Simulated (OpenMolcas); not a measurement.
# HF/3-21G run of CH2BF3O (SMILES OC(F)B(F)F)

Aim: an optimisation with harmonic vibrations of CH2BF3O. 

Program for the calculation: OpenMolcas 26.06.

1 further run of the same task is left out (set aside as unsound or not needed).

### Step 1. Starting point

CH2BF3O: 8 atoms, total charge 0, spin state singlet. SMILES: `OC(F)B(F)F`. Geometry: relaxed at PBE0-D4/def2-TZVP. This is one conformer, not always the lowest. The run starts from this shape.

Bond lengths: O1–C2 1.380 Å, C2–F3 1.386 Å, C2–B4 1.595 Å, B4–F5 1.314 Å, B4–F6 1.309 Å, O1–H7 0.962 Å, C2–H8 1.100 Å. Angles: O1–C2–F3 110.6°, O1–C2–B4 107.3°, F3–C2–B4 110.4°, C2–B4–F5 119.4°, C2–B4–F6 122.0°, F5–B4–F6 118.6°, O1–C2–H8 111.6°, F3–C2–H8 105.5°, B4–C2–H8 111.5°, C2–O1–H7 109.7°.

### Step 2. An optimisation with harmonic vibrations at HF/3-21G

Contents of mol.xyz:

```xyz
8

O     -0.197300    -1.323900     0.466200
C      0.446500    -0.164100     0.086400
F      1.166700     0.362800     1.146700
B     -0.673500     0.866000    -0.392200
F     -1.258000     0.689100    -1.556000
F     -1.023000     1.898300     0.333000
H      0.445400    -2.033100     0.566400
H      1.185400    -0.352200    -0.706200
```

Contents of mol.input:

```
* CH2BF3O Hartree-Fock

&GATEWAY
 BasLib=$CurrDir
 Coord=mol.xyz
 Basis=3-21G
 Group=NoSym
>>> EXPORT MOLCAS_MAXITER=50
>>> Do While

&SEWARD

&SCF
 PrOrbitals=0

&SLAPAF
>>> EndDo
>>> COPY $Project.Opt.xyz $CurrDir/final.xyz
>>> COPY $Project.slapaf.h5 $CurrDir/final.slapaf.h5

&MCKINLEY

&MCLR
 Thermochemistry
 1
 1.0
 298.15
 End of PT
```

The basis set 3-21G is read from a file made from the Basis Set Exchange's data (not shown).

Started as:

```sh
$ export MOLCAS_MEM=1860
$ pymolcas mol.input > mol.log
```

**Question.** What will come out? Wanted: total energy; dipole moment; HOMO energy; LUMO energy; HOMO–LUMO gap; lowest harmonic wavenumber; highest harmonic wavenumber; zero-point energy; ideal-gas entropy at 298.15 K and 1 atm.

**Answer.** As computed:

Level: HF/3-21G.

| quantity | value |
| --- | --- |
| total energy | -434.65565 Eh |
| dipole moment | 3.14 D |
| HOMO energy | -13.41 eV |
| LUMO energy | 3.78 eV |
| HOMO–LUMO gap | 17.20 eV |
| lowest harmonic wavenumber | 52 cm⁻¹ |
| highest harmonic wavenumber | 3868 cm⁻¹ |
| zero-point energy | 124.3 kJ/mol |
| ideal-gas entropy at 298.15 K and 1 atm (symmetry number 1 as used) | 79.3 cal/(mol K) |

At the final geometry: Bond lengths: O1–C2 1.411 Å, C2–F3 1.397 Å, C2–B4 1.569 Å, B4–F5 1.338 Å, B4–F6 1.333 Å, O1–H7 0.968 Å, C2–H8 1.080 Å. Angles: O1–C2–F3 111.0°, O1–C2–B4 100.9°, F3–C2–B4 109.9°, C2–B4–F5 120.3°, C2–B4–F6 122.6°, F5–B4–F6 117.0°, O1–C2–H8 112.2°, F3–C2–H8 107.3°, B4–C2–H8 115.6°, C2–O1–H7 113.5°. All 18 modes are real, so the shape is a minimum at this level. Mulliken charges run from -0.71 on O1 to +1.17 on B4; they depend strongly on the basis.
